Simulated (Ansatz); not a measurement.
# CH₆BBrGe: a ladder of functionals and wavefunction methods

The task here is to estimate one member of a computed series from the others.

The runs use Ansatz 0.2.0, Gaussian basis; functionals in def2-TZVPP, the program's frozen cores in correlated methods.

Levels to be run: LDA (SPW92), PBE-D4, revPBE-D4, BLYP-D4, r2SCAN-D4, B97M-V, PBE0-D4, B3LYP-D4, r2SCANh-D4, r2SCAN0-D4, HSE06-D4, BHLYP-D4, CAM-B3LYP-D4, LC-ωPBE, ωB97X-V, ωB97M-V, B2PLYP, PBE-QIDH; CCSD(T)/def2-SVP; CCSD(T)/def2-TZVPP; MP2/def2-QZVPP; extrapolation to the limit; RPA on PBE.

### The geometry

An earlier PBE0-D4 in a triple-zeta def2 set relaxation fixed the geometry.

SMILES `B[CH]([GeH3])Br`, 10 atoms, charge 0, spin multiplicity 1.

Atoms are counted from 1 here; the program's logs count them from 0.

Bond lengths: B1–C2 1.522 Å, B1–H5 1.193 Å, B1–H6 1.198 Å, C2–Ge3 2.010 Å, C2–Br4 1.945 Å, C2–H7 1.090 Å, Ge3–H8 1.537 Å, Ge3–H9 1.533 Å, Ge3–H10 1.532 Å. Angles: C2–B1–H5 121.9°, C2–B1–H6 117.5°, H5–B1–H6 120.4°, B1–C2–Ge3 101.9°, B1–C2–Br4 117.5°, B1–C2–H7 117.2°, Ge3–C2–Br4 106.9°, Ge3–C2–H7 104.3°, Br4–C2–H7 107.6°, C2–Ge3–H8 109.6°, C2–Ge3–H9 109.3°, C2–Ge3–H10 105.5°, H8–Ge3–H9 110.6°, H8–Ge3–H10 110.8°, H9–Ge3–H10 110.9°.

As a file:

```xyz
10
charge 0, multiplicity 1
B    -0.5084    1.4271   -0.1347
C    -0.6024    0.0949    0.5943
Ge    0.6868   -1.0398   -0.4505
Br   -0.0226    0.0454    2.4500
H     0.2172    2.2984    0.2366
H    -1.1106    1.5381   -1.1650
H    -1.5476   -0.4435    0.5297
H     0.1659   -1.2258   -1.8844
H     2.0628   -0.3649   -0.4596
H     0.7420   -2.3812    0.2867
```

The first run:

in.yaml reads:

```yaml
crystal:
  periodic: [false, false, false]
  atoms:
    - {symbol: B, position_ang: [-0.508384, 1.427144, -0.134722]}
    - {symbol: C, position_ang: [-0.602363, 0.094863, 0.594305]}
    - {symbol: Ge, position_ang: [0.686804, -1.039842, -0.450467]}
    - {symbol: Br, position_ang: [-0.022551, 0.045438, 2.450014]}
    - {symbol: H, position_ang: [0.217249, 2.298438, 0.236550]}
    - {symbol: H, position_ang: [-1.110630, 1.538088, -1.164960]}
    - {symbol: H, position_ang: [-1.547602, -0.443477, 0.529681]}
    - {symbol: H, position_ang: [0.165851, -1.225794, -1.884399]}
    - {symbol: H, position_ang: [2.062787, -0.364863, -0.459600]}
    - {symbol: H, position_ang: [0.742039, -2.381195, 0.286698]}
basis:
  gaussian: {orbitals: def2-TZVPP}
hamiltonian: {xc: lda}
output: {orbitals: {seedname: orbitals}}
```

Among the steps run: LDA; PBE-D4 (GGA); revPBE-D4 (GGA); BLYP-D4 (GGA); r2SCAN-D4 (meta-GGA); B97M-V (meta-GGA); PBE0-D4 (hybrid); B3LYP-D4 (hybrid); r2SCANh-D4 (hybrid); r2SCAN0-D4 (hybrid); HSE06-D4 (hybrid); BHLYP-D4 (hybrid); CAM-B3LYP-D4 (range-separated); LC-ωPBE (range-separated); ωB97X-V (range-separated); ωB97M-V (range-separated); B2PLYP (double hybrid); PBE-QIDH (double hybrid).

One table of the session follows, with a row left open; its other results are not shown here.

It belongs to the step «Frontier levels by functional». 

| functional | HOMO (eV) | LUMO (eV) | gap (eV) |
| --- | --- | --- | --- |
| LDA (SPW92) | -6.57 | -2.93 | 3.64 |
| PBE-D4 | -6.43 | -2.66 | 3.76 |
| revPBE-D4 | -6.37 | -2.55 | 3.82 |
| BLYP-D4 | -6.27 | -2.51 | 3.76 |
| r2SCAN-D4 | -6.69 | -2.35 | 4.34 |
| B97M-V | -6.82 | -2.44 | 4.38 |
| PBE0-D4 | ? | ? | ? |
| B3LYP-D4 | -7.39 | -1.92 | 5.47 |
| r2SCANh-D4 | -7.13 | -2.02 | 5.11 |
| r2SCAN0-D4 | -7.80 | -1.53 | 6.27 |
| HSE06-D4 | -7.23 | -2.09 | 5.14 |
| BHLYP-D4 | -8.68 | -0.70 | 7.99 |
| CAM-B3LYP-D4 | -8.92 | -0.63 | 8.29 |
| LC-ωPBE | -10.28 | 0.54 | 10.82 |
| ωB97X-V | -9.93 | 0.43 | 10.36 |
| ωB97M-V | -9.81 | 0.19 | 10.00 |

Q: Estimate the row for PBE0-D4 from the others.

The run gave: HOMO (eV): -7.63; LUMO (eV): -1.71; gap (eV): 5.91. In the column «HOMO (eV)» it lies between r2SCAN0-D4 (-7.80) and B3LYP-D4 (-7.39).
